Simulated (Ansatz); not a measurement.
# TePb (Fm-3m): equation of state with a fit from a Python script

Where is the equilibrium volume of TePb (Fm-3m), and how stiff is it? Aim: an equation of state with a fit, for TePb (Fm-3m), run from a script.

All numbers are computed with the Python package of Ansatz 0.2.0. Level of theory: DFT PBE, plane waves, PAW.

### 1 The structure

It takes space group Fm-3m (No. 225, cubic). The conventional cell has a = 6.462 Å, b = 6.462 Å, c = 6.462 Å, α = 90.00°, β = 90.00°, γ = 90.00°. Te (site symmetry m-3m) is surrounded by 6 Pb at 3.23 Å. Pb (site symmetry m-3m) is surrounded by 6 Te at 3.23 Å.

The script holds or builds the structure itself.

### 2 The script

The input, eos_tepb.py:

```python
"""Energy against volume for TePb, with a fit."""

import ansatz as az
from ase.eos import EquationOfState
from ase.units import GPa
import numpy as np

vectors0 = np.array([
    [0.0, 3.231, 3.231],
    [3.231, 0.0, 3.231],
    [3.231, 3.231, 0.0],
])
sites = [
    ("Te", (0.5, 0.5, 0.5)),
    ("Pb", (0.0, 0.0, 0.0)),
]


def make_crystal(cell):
    crystal = az.Crystal(lattice=az.Lattice.of(cell))
    for symbol, position in sites:
        crystal = crystal.atom(symbol, position)
    return crystal

# scale the volume, keep shape and fractions
volumes, energies = [], []
for scale in np.linspace(0.95, 1.07, 5):
    cell = vectors0 * scale ** (1 / 3)
    calc = (
        make_crystal(cell).calculation()
        .occupations(az.OccupationsMethod.FIXED)
        .basis(31 * az.Ry)
        .kpoints(6, 6, 6)
    )
    summary = calc.run(threads=1).report
    volumes.append(abs(np.linalg.det(cell)) / len(sites))
    energies.append(summary["free_energy_ev"] / len(sites))
    print(f"V = {volumes[-1]:8.4f} A^3/atom  F = {energies[-1]:.5f} eV/atom")

eos = EquationOfState(volumes, energies, eos="murnaghan")
v0, e0, bulk = eos.fit()
print(f"V0 = {v0:.4f} A^3/atom, E0 = {e0:.5f} eV/atom, B = {bulk / GPa:.1f} GPa")
eos.plot("eos.png")
```

### 3 The input behind the calls

The package turns the script's settings into the engine's input (first run):

```yaml
crystal:
  lattice:
    - [0.0, 3.1762267067202252, 3.1762267067202252]
    - [3.1762267067202252, 0.0, 3.1762267067202252]
    - [3.1762267067202252, 3.1762267067202252, 0.0]
  atoms:
    - { symbol: Te, position: [0.5, 0.5, 0.5] }
    - { symbol: Pb, position: [0.0, 0.0, 0.0] }
basis:
  ecutwfc: 421.77648681281397
kpoints:
  mp_grid:
    grid: [6, 6, 6]
scf:
  occupations:
    method: fixed
```

### 4 The run

On the command line:

```console
python eos_tepb.py
```

**Question.** Where does the minimum lie against the volume typed, and how stiff is the crystal?

As calculated:

| quantity | value |
| --- | --- |
| runs compared | 5 |
| range of energy | 46.92 meV/atom |
| lowest point, volume (Å³/atom) | 35.079 |
| equilibrium volume (fit) | 35.44 Å³/atom |
| bulk modulus (fit) | 39 GPa |

A third-order Birch-Murnaghan fit through the 5 points (the script's own form differs a little) has its minimum at 35.44 Å³ an atom, 5.1 % above the typed cell, with a bulk modulus of 39 GPa and dB/dP = 4.5. From that minimum the energy rises by 47.4 meV an atom on the compressed side and 1.4 meV on the expanded side. The window is off centre, so dB/dP is rough. Reading the output:
- For a gap this small the mesh is coarse, and bands can meet between its points.
- Spin-orbit coupling, which matters for elements this heavy, is left out.
- No functional is typed, so the default, PBE, holds.
